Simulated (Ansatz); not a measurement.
# In3Ga5N8: the cost of one run

Method: DFT PBEsol, scalar-relativistic, plane waves, PAW, in Ansatz 0.2.0.

That is the level of the relaxation; later steps name their own.

**1. Starting point**

Symmetry: Cm, No. 8, monoclinic system. The conventional cell has a = 11.286 Å, b = 6.516 Å, c = 5.293 Å, α = 90.00°, β = 90.00°, γ = 90.00°. In (site symmetry 1) has 4 N at 1.98 to 1.99 Å as nearest neighbours. Ga (site symmetry m) is surrounded by 4 N at 1.98 to 1.99 Å. In (site symmetry m) is surrounded by 4 N at 1.98 to 1.99 Å. Ga (site symmetry 1) has 4 N at 1.98 to 1.99 Å as nearest neighbours. N (site symmetry 1) has 2 In at 1.98 to 1.99 Å and 2 Ga at 1.99 Å as nearest neighbours. N (site symmetry m) is surrounded by 4 Ga at 1.98 to 1.99 Å. Only part of the 12 independent sites is listed.

Coordinates:

```xyz
16
Lattice="0.0000 0.0000 -5.2925 3.2579 5.6428 0.0000 3.2579 -5.6428 0.0000" Properties=species:S:1:pos:R:3 pbc="T T T"
In    1.6289   -0.9405    0.0000
In    3.2579   -3.7619    0.0000
Ga    3.2579    1.8809    0.0000
Ga    4.8868   -0.9405    0.0000
In    3.2579   -1.8809   -2.6463
Ga    1.6289    0.9405   -2.6463
Ga    4.8868    0.9405   -2.6463
Ga    3.2579    3.7619   -2.6463
N     1.6289   -0.9405   -3.3078
N     3.2579   -3.7619   -3.3078
N     3.2579    1.8809   -3.3078
N     4.8868   -0.9405   -3.3078
N     3.2579   -1.8809   -0.6616
N     1.6289    0.9405   -0.6616
N     4.8868    0.9405   -0.6616
N     3.2579    3.7619   -0.6616
```

(A quick probe on a coarse mesh, which set the mesh and smearing, is not shown.)

**3. Coarse relaxation**

The input, input.yaml:

```yaml
crystal:
  lattice:
    - [0.0, 0.0, -5.29253879]
    - [3.25789264, 5.64283557, 0.0]
    - [3.25789264, -5.64283557, 0.0]
  atoms:
    - { symbol: In, position: [0.0, 0.16666667, 0.33333333] }
    - { symbol: In, position: [0.0, 0.16666667, 0.83333333] }
    - { symbol: Ga, position: [0.0, 0.66666667, 0.33333333] }
    - { symbol: Ga, position: [0.0, 0.66666667, 0.83333333] }
    - { symbol: In, position: [0.5, 0.33333333, 0.66666667] }
    - { symbol: Ga, position: [0.5, 0.33333333, 0.16666667] }
    - { symbol: Ga, position: [0.5, 0.83333333, 0.66666667] }
    - { symbol: Ga, position: [0.5, 0.83333333, 0.16666667] }
    - { symbol: "N", position: [0.625, 0.16666667, 0.33333333] }
    - { symbol: "N", position: [0.625, 0.16666667, 0.83333333] }
    - { symbol: "N", position: [0.625, 0.66666667, 0.33333333] }
    - { symbol: "N", position: [0.625, 0.66666667, 0.83333333] }
    - { symbol: "N", position: [0.125, 0.33333333, 0.66666667] }
    - { symbol: "N", position: [0.125, 0.33333333, 0.16666667] }
    - { symbol: "N", position: [0.125, 0.83333333, 0.66666667] }
    - { symbol: "N", position: [0.125, 0.83333333, 0.16666667] }
basis:
  ecutwfc: 420
kpoints:
  mp_grid: { grid: [4, 6, 6] }
hamiltonian:
  xc: pbesol
scf:
  occupations: { method: gaussian, width: 0.1 }
output:
  forces: true
  stress: true
  eigenvalues: true
relax:
  adjacent_minimum: "off"
  f_tol: 0.05
  max_steps: 80
  cell: { stress_tol: 0.5 }
```

On the command line:

```console
ansatz run input.yaml --threads 4 --pin off --max-ram 10240MiB --backend cpu --events-out ev --progress --plain --runs-dir out
```

What time and memory should one allow on 4 threads of Arm Neoverse V1, shared host?

About 2.8 min, with a peak of 1 GiB.
